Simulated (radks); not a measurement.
# Ionisation energy and size from K²⁺ to Co²⁺

The task here is to estimate one member of a computed series from the others.

Program: radks (a radial shooting solver on a logarithmic mesh, Libxc functionals) version 1. Level of theory: scalar-relativistic Kohn-Sham, PBEsol, spin-polarised, spherical densities, point nucleus; open shells are filled with parallel spins first. These are calculated values, not measurements, unless marked.

### Starting point

- species: K²⁺, Ca²⁺, Sc²⁺, Ti²⁺, V²⁺, Cr²⁺, Mn²⁺, Fe²⁺, Co²⁺
- runs: 18, each species and its next ion

Set-up of the first run:

The run's settings:

```text
Z 19
configuration [Ne] 3s2 3p5
relativity scalar-relativistic
functional pbe_sol,pbe_sol
spin polarised
nucleus point
c 137.035999084
```

Among the steps run: K²⁺, [Ne] 3s2 3p5; K³⁺, [Ne] 3s2 3p4; Ca²⁺, [Ar]; Ca³⁺, [Ne] 3s2 3p5; Sc²⁺, [Ar] 3d1; Sc³⁺, [Ar]; Ti²⁺, [Ar] 3d2; Ti³⁺, [Ar] 3d1; V²⁺, [Ar] 3d3; V³⁺, [Ar] 3d2; Cr²⁺, [Ar] 3d4; Cr³⁺, [Ar] 3d3; Mn²⁺, [Ar] 3d5; Mn³⁺, [Ar] 3d4; Fe²⁺, [Ar] 3d6; Fe³⁺, [Ar] 3d5; Co²⁺, [Ar] 3d7; Co³⁺, [Ar] 3d6.

One table of the session follows, with a row left open; its other results are not shown here.

| species | Δ-SCF (eV) | −ε(HOMO) (eV) | its <r> (bohr) |
| --- | --- | --- | --- |
| K²⁺ | ? | ? | ? |
| Ca²⁺ | 50.843 | 42.987 | 1.26 |
| Sc²⁺ | 25.043 | 18.255 | 1.56 |
| Ti²⁺ | 27.538 | 20.372 | 1.42 |
| V²⁺ | 29.855 | 22.318 | 1.30 |
| Cr²⁺ | 32.038 | 24.136 | 1.21 |
| Mn²⁺ | 34.114 | 25.856 | 1.13 |
| Fe²⁺ | 31.139 | 23.199 | 1.11 |
| Co²⁺ | 33.585 | 25.259 | 1.04 |

**Question.** Estimate the row for K²⁺.

As computed: Δ-SCF (eV): 45.739; −ε(HOMO) (eV): 38.506; its <r> (bohr): 1.36. In the column «Δ-SCF (eV)» it lies between Mn²⁺ (34.114) and Ca²⁺ (50.843).

Open shells are spherical and high-spin; term and fine-structure splittings are not resolved.
